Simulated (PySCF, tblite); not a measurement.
# C₃H₁₀Ge: dynamics, then NMR shifts on frames, part 1 of 2

How do NMR shifts of C₃H₁₀Ge (`CC[CH2][GeH3]`) change as the atoms move?

Programs: tblite 0.8.0 and PySCF 2.14.0, with density-fitted response routines of our own. Each step states its level of theory. These are calculated values for one molecule in the gas phase, unless marked as measured. Atoms count from 0, in the outputs and in this text.

**1. The molecule as given**

14 atoms, charge 0, multiplicity 1; geometry from: GFN2-xTB.

Bonds of the start (Å): C0–C1 1.52, C1–C2 1.52, C2–Ge3 1.98, C0–H4 1.09, C0–H5 1.09, C0–H6 1.09, C1–H7 1.09, C1–H8 1.09, C2–H9 1.09, C2–H10 1.09, Ge3–H11 1.50, Ge3–H12 1.50, Ge3–H13 1.50.

**2. Dynamics with GFN2-xTB**

What the job is given:

```
{"job": {"kind": "md", "xc": "GFN2-xTB", "basis": "xTB", "temperature": 400, "steps": 2000, "every": 50, "frames": 5}, "charge": 0, "multiplicity": 1}
C     -1.604028     0.166922    -0.141200
C     -0.834496    -0.348415     1.065346
C      0.550886     0.279508     1.168225
Ge     1.718987    -0.091033    -0.382542
H     -1.698583     1.250318    -0.098180
H     -2.600940    -0.266573    -0.178032
H     -1.080040    -0.096528    -1.060447
H     -1.399146    -0.133462     1.977499
H     -0.732240    -1.434276     0.990346
H      1.049184    -0.092366     2.066696
H      0.456009     1.360851     1.288191
H      1.597704    -1.513740    -0.829873
H      1.419608     0.771504    -1.568123
H      3.156417     0.146816    -0.040047
```

With the program's defaults for keys left out, this is: GFN2-xTB Langevin dynamics, gas phase.

Launch:

```bash
$ OMP_NUM_THREADS=1 python probes_run.py task.json out
```

This one command runs all jobs of the session in turn.

What it wrote:

```text
t/fs     T/K      E/eV
    0.0   309.9   -365.52132
   25.0   171.1   -365.18178
   50.0   244.4   -365.19419
   75.0   222.3   -365.20618
  100.0   236.6   -365.13867
  125.0   327.7   -364.92309
  150.0   332.7   -364.94243
  175.0   447.2   -365.00535
  200.0   443.9   -364.68503
  225.0   360.1   -364.63142
  250.0   367.3   -364.99386
  275.0   308.7   -364.98017
  300.0   286.0   -365.05980
  325.0   296.3   -364.97747
  350.0   267.9   -364.92978
  375.0   428.5   -365.00127
  400.0   450.1   -364.97206
  425.0   485.1   -364.88207
  450.0   342.3   -364.69033
  475.0   474.7   -364.83850
  500.0   226.1   -364.54714
  525.0   423.9   -365.10380
  550.0   305.7   -364.93828
  575.0   443.9   -365.02631
  600.0   397.4   -364.90294
  625.0   342.4   -364.85244
  650.0   377.4   -365.00447
  675.0   379.2   -364.87358
  700.0   322.1   -364.65078
  725.0   518.5   -364.80706
  750.0   494.2   -364.81662
  775.0   434.7   -364.94688
  800.0   408.4   -364.47426
  825.0   499.3   -364.53623
  850.0   386.4   -364.53810
  875.0   456.1   -364.83786
  900.0   379.9   -364.64890
  925.0   433.8   -364.87850
  950.0   478.5   -364.95284
  975.0   388.3   -364.81064
 1000.0   296.8   -364.87824
```

Run time: 5.4 s. Hardware: 1 thread of Intel Xeon 6975P-C, shared host; peak memory 0.18 GiB.

Distance from the start (root mean square after alignment): 0 fs 0.00 Å, 200 fs 0.19 Å, 400 fs 0.27 Å, 600 fs 0.37 Å, 800 fs 0.53 Å, 1000 fs 0.67 Å.

Positions (Å) and forces (eV/Å) at 1000 fs:

```xyz
14

C    -1.312   -0.931    0.371    0.038    1.191   -0.436
C    -0.660    0.119    1.348   -1.057   -0.812    0.146
C     0.534    0.788    0.643   -0.378    0.337    0.786
Ge    2.092   -0.395    0.220   -0.203    0.127    0.302
H    -0.607   -1.382   -0.324    0.452    0.465   -0.038
H    -2.022   -0.335   -0.207   -0.070   -0.399   -0.222
H    -1.812   -1.816    0.733   -0.291    0.311    0.992
H    -1.481    0.802    1.766    1.138   -0.377   -1.097
H    -0.382   -0.419    2.217    0.795   -0.594    0.998
H     0.896    1.755    1.124   -0.536   -1.240   -0.431
H     0.058    1.004   -0.284    0.180    0.854   -1.094
H     2.604   -1.044    1.461   -0.132   -0.306    0.116
H     1.814   -1.463   -0.837    0.176    0.388    0.325
H     3.293    0.428   -0.137   -0.113    0.057   -0.346
```

**3. Shielding tensors: 250 fs, PBE0/pcSseg-1**

What the job is given:

```
{"job": {"kind": "nmr", "xc": "PBE0", "basis": "pcSseg-1", "pop": false}, "charge": 0, "multiplicity": 1}
C     -1.538600    -0.838800    -0.449500
C     -0.912200    -0.374800     0.845200
C      0.264500     0.572800     0.707700
Ge     1.609600    -0.221700    -0.537000
H     -2.010300    -0.016000    -1.007500
H     -2.234600    -1.639600    -0.309600
H     -0.807400    -1.399300    -1.033800
H     -1.538900     0.112400     1.577700
H     -0.510200    -1.299100     1.311800
H      0.741800     0.810400     1.603000
H     -0.062800     1.482900     0.244500
H      1.525800    -1.594100    -0.901200
H      1.560800     0.352600    -1.852100
H      2.941100    -0.035500     0.106400
```

With the program's defaults for keys left out, this is: GIAO PBE0/pcSseg-1 NMR shielding, non-relativistic, gas phase.

What it wrote:

```text
coarse grid: 47680 points
cycle   1  E = -2196.5880066720  dE = -4.395e-01  |g| = 8.872e-01  |ddm| = 3.216e+00
cycle   2  E = -2196.5605669454  dE =  2.744e-02  |g| = 9.016e-01  |ddm| = 9.066e-01
cycle   3  E = -2196.6524847586  dE = -9.192e-02  |g| = 9.086e-02  |ddm| = 5.843e-01
cycle   4  E = -2196.6540006260  dE = -1.516e-03  |g| = 3.042e-02  |ddm| = 9.784e-02
cycle   5  E = -2196.6542274370  dE = -2.268e-04  |g| = 4.120e-03  |ddm| = 2.817e-02
cycle   6  E = -2196.6542310209  dE = -3.584e-06  |g| = 7.194e-04  |ddm| = 4.693e-03
final grid: 100384 points
cycle   7  E = -2196.6541992052  dE = -3.523e-08  |g| = 7.464e-04  |ddm| = 1.874e-03
cycle   8  E = -2196.6541991699  dE =  3.531e-08  |g| = 8.768e-04  |ddm| = 1.330e-03
cycle   9  E = -2196.6541993375  dE = -1.676e-07  |g| = 5.201e-05  |ddm| = 6.616e-04
cycle  10  E = -2196.6541993382  dE = -6.139e-10  |g| = 5.020e-06  |ddm| = 6.256e-05
converged SCF energy = -2196.6541993382

GIAO shielding tensors (ppm)
atom      isotropic    diamagn.    paramagn.     s11        s22        s33       span
  0 C      172.698     247.469     -74.771    157.053    168.532    192.509     35.456
  1 C      165.660     245.966     -80.306    150.525    168.337    178.118     27.593
  2 C      175.257     251.270     -76.013    157.807    172.439    195.525     37.719
  3 Ge    1600.127    2756.202   -1156.075   1468.280   1586.308   1745.794    277.514
  4 H       30.522      29.318       1.205     26.504     27.501     37.562     11.058
  5 H       30.850      28.957       1.893     26.431     27.516     38.603     12.172
  6 H       30.343      31.256      -0.913     24.427     32.242     34.360      9.933
  7 H       29.880      29.716       0.164     23.427     28.379     37.834     14.406
  8 H       30.093      30.620      -0.527     25.438     28.909     35.931     10.493
  9 H       31.521      32.660      -1.139     25.385     29.938     39.240     13.854
 10 H       31.157      32.349      -1.193     26.506     29.428     37.536     11.030
 11 H       29.509      31.588      -2.079     21.894     24.853     41.780     19.885
 12 H       29.277      30.921      -1.644     22.190     23.464     42.177     19.987
 13 H       28.653      29.637      -0.983     21.545     23.184     41.231     19.686
```

It took 8.8 s on 1 thread of Intel Xeon 6975P-C, shared host; peak memory 0.66 GiB.

The references, computed at this level on geometries of the same kind, shield at (ppm): ¹H TMS 31.72, ¹³C TMS 186.9, ⁷³Ge GeMe4 1331. Their shielding less the atom's gives the shift. The references are single molecules in the gas phase. Each atom is listed at this fixed geometry, with no averaging over motion; a spectrum would average atoms that exchange fast.

| atoms | environment | σ (ppm) | δ (ppm) |
| --- | --- | --- | --- |
| C1 | sp3 CH2 | 165.7 | 21.3 |
| C0 | methyl carbon | 172.7 | 14.2 |
| C2 | sp3 CH2 bonded to Ge | 175.3 | 11.7 |
| H13 | hydrogen on a germanium bonded to C | 28.65 | 3.06 |
| H12 | hydrogen on a germanium bonded to C | 29.28 | 2.44 |
| H11 | hydrogen on a germanium bonded to C | 29.51 | 2.21 |
| H7 | hydrogen on an sp3 CH2 | 29.88 | 1.84 |
| H8 | hydrogen on an sp3 CH2 | 30.09 | 1.62 |
| H6 | hydrogen on a methyl carbon | 30.34 | 1.37 |
| H4 | hydrogen on a methyl carbon | 30.52 | 1.19 |
| H5 | hydrogen on a methyl carbon | 30.85 | 0.87 |
| H10 | hydrogen on an sp3 CH2 bonded to Ge | 31.16 | 0.56 |
| H9 | hydrogen on an sp3 CH2 bonded to Ge | 31.52 | 0.20 |
| Ge3 | germanium bonded to C, 3 H | 1600 | -269 |

**4. Shielding tensors: 425 fs, PBE0/pcSseg-1**

What the job is given:

```
{"job": {"kind": "nmr", "xc": "PBE0", "basis": "pcSseg-1", "pop": false}, "charge": 0, "multiplicity": 1}
C     -1.584900    -1.387200    -0.262700
C     -1.110000    -0.277700     0.712200
C      0.029700     0.679900     0.009700
Ge     1.715800    -0.317700    -0.415300
H     -1.995300    -0.845700    -1.128100
H     -2.336100    -1.965600     0.261100
H     -0.773200    -2.095000    -0.620400
H     -1.970300     0.408200     0.812000
H     -0.779900    -0.639900     1.699900
H      0.376600     1.379000     0.692600
H     -0.433600     1.267200    -0.878800
H      2.020900    -1.466900     0.416100
H      2.122200    -0.734700    -1.785500
H      2.835100     0.572600    -0.004800
```

Level: GIAO PBE0/pcSseg-1 NMR shielding, non-relativistic, gas phase.

What it wrote:

```text
coarse grid: 47680 points
cycle   1  E = -2196.5958269637  dE = -7.331e-01  |g| = 8.651e-01  |ddm| = 3.138e+00
cycle   2  E = -2196.5767645969  dE =  1.906e-02  |g| = 8.598e-01  |ddm| = 8.128e-01
cycle   3  E = -2196.6516129317  dE = -7.485e-02  |g| = 8.664e-02  |ddm| = 5.190e-01
cycle   4  E = -2196.6528197312  dE = -1.207e-03  |g| = 2.967e-02  |ddm| = 8.953e-02
cycle   5  E = -2196.6530515994  dE = -2.319e-04  |g| = 4.435e-03  |ddm| = 2.747e-02
cycle   6  E = -2196.6530561244  dE = -4.525e-06  |g| = 9.388e-04  |ddm| = 4.945e-03
final grid: 100384 points
cycle   7  E = -2196.6530536276  dE =  2.598e-08  |g| = 1.095e-03  |ddm| = 2.053e-03
cycle   8  E = -2196.6530534640  dE =  1.636e-07  |g| = 1.374e-03  |ddm| = 1.884e-03
cycle   9  E = -2196.6530539353  dE = -4.713e-07  |g| = 6.978e-05  |ddm| = 1.014e-03
cycle  10  E = -2196.6530539366  dE = -1.296e-09  |g| = 1.479e-05  |ddm| = 8.578e-05
cycle  11  E = -2196.6530539367  dE = -4.547e-11  |g| = 2.618e-06  |ddm| = 1.303e-05
converged SCF energy = -2196.6530539367

GIAO shielding tensors (ppm)
atom      isotropic    diamagn.    paramagn.     s11        s22        s33       span
  0 C      163.621     247.644     -84.023    150.895    159.255    180.713     29.818
  1 C      153.631     246.736     -93.105    142.226    153.699    164.969     22.743
  2 C      163.073     249.969     -86.896    147.140    154.623    187.456     40.316
  3 Ge    1604.670    2754.793   -1150.123   1477.289   1573.623   1763.097    285.808
  4 H       30.154      29.638       0.516     26.383     28.129     35.950      9.567
  5 H       30.176      28.254       1.923     25.410     27.416     37.703     12.294
  6 H       29.612      29.154       0.458     25.056     30.308     33.471      8.415
  7 H       29.158      30.318      -1.160     24.200     27.795     35.478     11.278
  8 H       29.785      30.648      -0.863     25.333     28.373     35.651     10.318
  9 H       31.055      33.149      -2.093     24.659     30.606     37.901     13.242
 10 H       28.892      29.640      -0.748     24.287     27.238     35.151     10.864
 11 H       29.090      30.519      -1.428     21.940     24.055     41.277     19.337
 12 H       28.328      29.162      -0.835     21.725     22.657     40.601     18.876
 13 H       28.695      29.619      -0.924     21.568     23.342     41.176     19.608
```

Run time: 8.4 s. Hardware: 1 thread of Intel Xeon 6975P-C, shared host; peak memory 0.72 GiB.

This run: δ C1 33.3, C2 23.9, C0 23.3, Ge3 -274, H12 3.39, H13 3.02 ppm.

(Continued in part 2 of 2.)
